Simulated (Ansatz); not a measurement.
**C₆H₁₆Cl₂HfN₂: a ladder of functionals and wavefunction methods**

The task here is to estimate one member of a computed series from the others.

Program: Ansatz 0.2.0, Gaussian basis. Level of theory: functionals in def2-TZVPP, the program's frozen cores in correlated methods. These are calculated values, not measurements.

Levels to be run: LDA (SPW92), PBE-D4, revPBE-D4, BLYP-D4, r2SCAN-D4, B97M-V, PBE0-D4, B3LYP-D4, r2SCANh-D4, r2SCAN0-D4, HSE06-D4, BHLYP-D4, CAM-B3LYP-D4, LC-ωPBE, ωB97X-V, ωB97M-V, B2PLYP, PBE-QIDH; CCSD(T)/def2-SVP; CCSD(T)/def2-TZVPP; MP2/def2-QZVPP; extrapolation to the limit; RPA on PBE.

## The geometry

The geometry comes from an earlier relaxation with PBE0-D4 in a triple-zeta def2 set; it is a stationary point, not always the lowest conformer. Hf takes the def2 core potential; no spin-orbit term is included.

SMILES `CC[N](C)[Hf]([Cl])([Cl])[N](C)CC`, 27 atoms, charge 0, spin multiplicity 1.

Atoms are counted from 1 here; the program's logs count them from 0.

Bond lengths: C1–C2 1.519 Å, C1–H12 1.092 Å, C1–H13 1.092 Å, C1–H14 1.092 Å, C2–N3 1.456 Å, C2–H15 1.100 Å, C2–H16 1.102 Å, N3–C4 1.441 Å, N3–Hf5 2.006 Å, C4–H17 1.097 Å, C4–H18 1.091 Å, C4–H19 1.099 Å, Hf5–Cl6 2.381 Å, Hf5–Cl7 2.372 Å, Hf5–N8 2.013 Å, N8–C9 1.452 Å, N8–C10 1.444 Å, C9–H20 1.099 Å and more. Angles: C2–C1–H12 111.6°, C2–C1–H13 110.5°, C2–C1–H14 110.3°, H12–C1–H13 108.4°, H12–C1–H14 107.6°, H13–C1–H14 108.3°, C1–C2–N3 114.4°, C1–C2–H15 110.3°, C1–C2–H16 108.4°, N3–C2–H15 109.4°, N3–C2–H16 108.8°, H15–C2–H16 105.1°, C2–N3–C4 114.4°, C2–N3–Hf5 112.9°, C4–N3–Hf5 132.6°, N3–C4–H17 112.3°, N3–C4–H18 110.2°, N3–C4–H19 111.2° and more.

Set-up of the first run:

Input file in.yaml:

```yaml
crystal:
  periodic: [false, false, false]
  atoms:
    - {symbol: C, position_ang: [0.256848, 2.193233, 2.872447]}
    - {symbol: C, position_ang: [-0.305741, 2.331603, 1.467838]}
    - {symbol: N, position_ang: [-0.563891, 1.066116, 0.795981]}
    - {symbol: C, position_ang: [-1.647296, 0.301869, 1.360408]}
    - {symbol: Hf, position_ang: [0.632506, 0.763245, -0.785632]}
    - {symbol: Cl, position_ang: [0.171152, 2.493260, -2.354853]}
    - {symbol: Cl, position_ang: [2.873392, 0.878681, -0.016307]}
    - {symbol: N, position_ang: [0.059670, -1.012241, -1.540425]}
    - {symbol: C, position_ang: [-1.271591, -0.904741, -2.110005]}
    - {symbol: C, position_ang: [0.607264, -2.341364, -1.681719]}
    - {symbol: C, position_ang: [1.983123, -2.491258, -1.071825]}
    - {symbol: H, position_ang: [-0.444211, 1.684879, 3.537402]}
    - {symbol: H, position_ang: [1.189926, 1.625674, 2.856026]}
    - {symbol: H, position_ang: [0.460940, 3.178240, 3.298404]}
    - {symbol: H, position_ang: [-1.226868, 2.932710, 1.482841]}
    - {symbol: H, position_ang: [0.407466, 2.914757, 0.863290]}
    - {symbol: H, position_ang: [-1.432409, -0.034356, 2.381931]}
    - {symbol: H, position_ang: [-1.834692, -0.588561, 0.758012]}
    - {symbol: H, position_ang: [-2.574293, 0.891678, 1.393985]}
    - {symbol: H, position_ang: [-1.681501, 0.107705, -1.987132]}
    - {symbol: H, position_ang: [-1.270737, -1.114364, -3.187339]}
    - {symbol: H, position_ang: [-1.973279, -1.596605, -1.624760]}
    - {symbol: H, position_ang: [-0.081054, -3.063497, -1.215972]}
    - {symbol: H, position_ang: [0.646295, -2.607622, -2.749119]}
    - {symbol: H, position_ang: [1.972135, -2.267469, -0.001901]}
    - {symbol: H, position_ang: [2.707787, -1.825755, -1.546541]}
    - {symbol: H, position_ang: [2.339057, -3.515816, -1.195018]}
basis:
  gaussian: {orbitals: def2-TZVPP}
hamiltonian: {xc: lda}
output: {orbitals: {seedname: orbitals}}
```

Run with:

```console
ansatz run in.yaml --threads 10 --pin off --events-out ev --progress --plain --max-ram 110592MiB --backend cuda --devices 0, --max-vram 75GiB
```

Steps of the session up to this table: LDA; PBE-D4 (GGA); revPBE-D4 (GGA); BLYP-D4 (GGA); r2SCAN-D4 (meta-GGA); B97M-V (meta-GGA); PBE0-D4 (hybrid); B3LYP-D4 (hybrid); r2SCANh-D4 (hybrid); r2SCAN0-D4 (hybrid); HSE06-D4 (hybrid); BHLYP-D4 (hybrid); CAM-B3LYP-D4 (range-separated); LC-ωPBE (range-separated); ωB97X-V (range-separated); ωB97M-V (range-separated); B2PLYP (double hybrid); PBE-QIDH (double hybrid).

One table of the session follows, with a row left open; its other results are not shown here.

It belongs to the step «Orbital energies across the functionals». 

| functional | HOMO (eV) | gap (eV) |
| --- | --- | --- |
| LDA (SPW92) | -5.61 | 3.81 |
| PBE-D4 | -5.46 | 3.94 |
| revPBE-D4 | -5.40 | 3.99 |
| BLYP-D4 | -5.34 | 3.95 |
| r2SCAN-D4 | -5.69 | 4.36 |
| B97M-V | -5.81 | 4.44 |
| PBE0-D4 | ? | ? |
| B3LYP-D4 | -6.49 | 5.62 |
| r2SCANh-D4 | -6.16 | 5.14 |
| r2SCAN0-D4 | -6.87 | 6.33 |
| HSE06-D4 | -6.30 | 5.28 |
| BHLYP-D4 | -7.87 | 8.23 |
| CAM-B3LYP-D4 | -8.04 | 8.49 |
| LC-ωPBE | -9.36 | 10.99 |
| ωB97X-V | -9.04 | 10.52 |
| ωB97M-V | -8.95 | 10.24 |

Estimate the missing values for PBE0-D4.

As computed: HOMO (eV): -6.70; gap (eV): 6.05. In the column «HOMO (eV)» it lies between r2SCAN0-D4 (-6.87) and B3LYP-D4 (-6.49).
